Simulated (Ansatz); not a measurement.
Relaxation of a periodic cell of 17 atoms, Si₁₆Ge (host Si, host structure diamond, interstitial Ge), to a largest force component of 0.03 eV/Å in at most 60 steps.

Computed with DFT PBEsol, scalar-relativistic, plane waves, PAW in Ansatz. Settings: PAW set soft_1, cutoff 420 eV, k mesh 2x2x2, gaussian smearing 0.05 eV, no spin polarisation.

```xyz
17
Lattice="0.0000 5.4300 5.4300 5.4300 0.0000 5.4300 5.4300 5.4300 0.0000" Properties=species:S:1:pos:R:3
Si 0.000 0.000 0.000
Si 1.357 1.357 1.357
Si 2.715 2.715 0.000
Si 4.072 4.072 1.357
Si 2.715 0.000 2.715
Si 4.072 1.357 4.072
Si 5.430 2.715 2.715
Si 6.787 4.072 4.072
Si 0.000 2.715 2.715
Si 1.357 4.072 4.072
Si 2.715 5.430 2.715
Si 4.072 6.787 4.072
Si 2.715 2.715 5.430
Si 4.072 4.072 6.787
Si 5.430 5.430 5.430
Si 6.787 6.787 6.787
Ge 8.139 8.175 8.114
```

Question: Where does it end, and by what steps?

Answer: The forces met the threshold. Limits of this set-up: PAW files made for another functional. After 3 steps the energy has fallen by 0.320 eV; Si14 moved furthest, 0.08 Å.

| step | energy less start (eV) | largest force component (eV/Å) | accepted |
| --- | --- | --- | --- |
| 0 | 0.0000 | 1.020 | yes |
| 1 | -0.2834 | 0.353 | yes |
| 2 | -0.3198 | 0.037 | yes |
| 3 | -0.3202 | 0.017 | yes |

```xyz
17
Lattice="0.0000 5.4300 5.4300 5.4300 0.0000 5.4300 5.4300 5.4300 0.0000" Properties=species:S:1:pos:R:3
Si 0.000 0.000 0.000
Si 1.349 1.350 1.348
Si 2.714 2.716 0.046
Si 4.080 4.082 1.348
Si 2.715 0.050 2.714
Si 4.081 1.350 4.080
Si 5.382 2.716 2.714
Si 6.746 4.114 4.114
Si 0.048 2.716 2.714
Si 1.349 4.082 4.080
Si 2.714 5.384 2.714
Si 4.111 6.750 4.110
Si 2.715 2.716 5.380
Si 4.116 4.116 6.744
Si 5.429 5.435 5.425
Si 6.746 6.746 6.746
Ge 8.144 8.152 8.138
```

Whether the end is a true minimum wasn't checked by a vibrational analysis.

The run took 23 s on 1 thread of Arm Neoverse V1, on a shared host, peak memory 0.54 GiB.
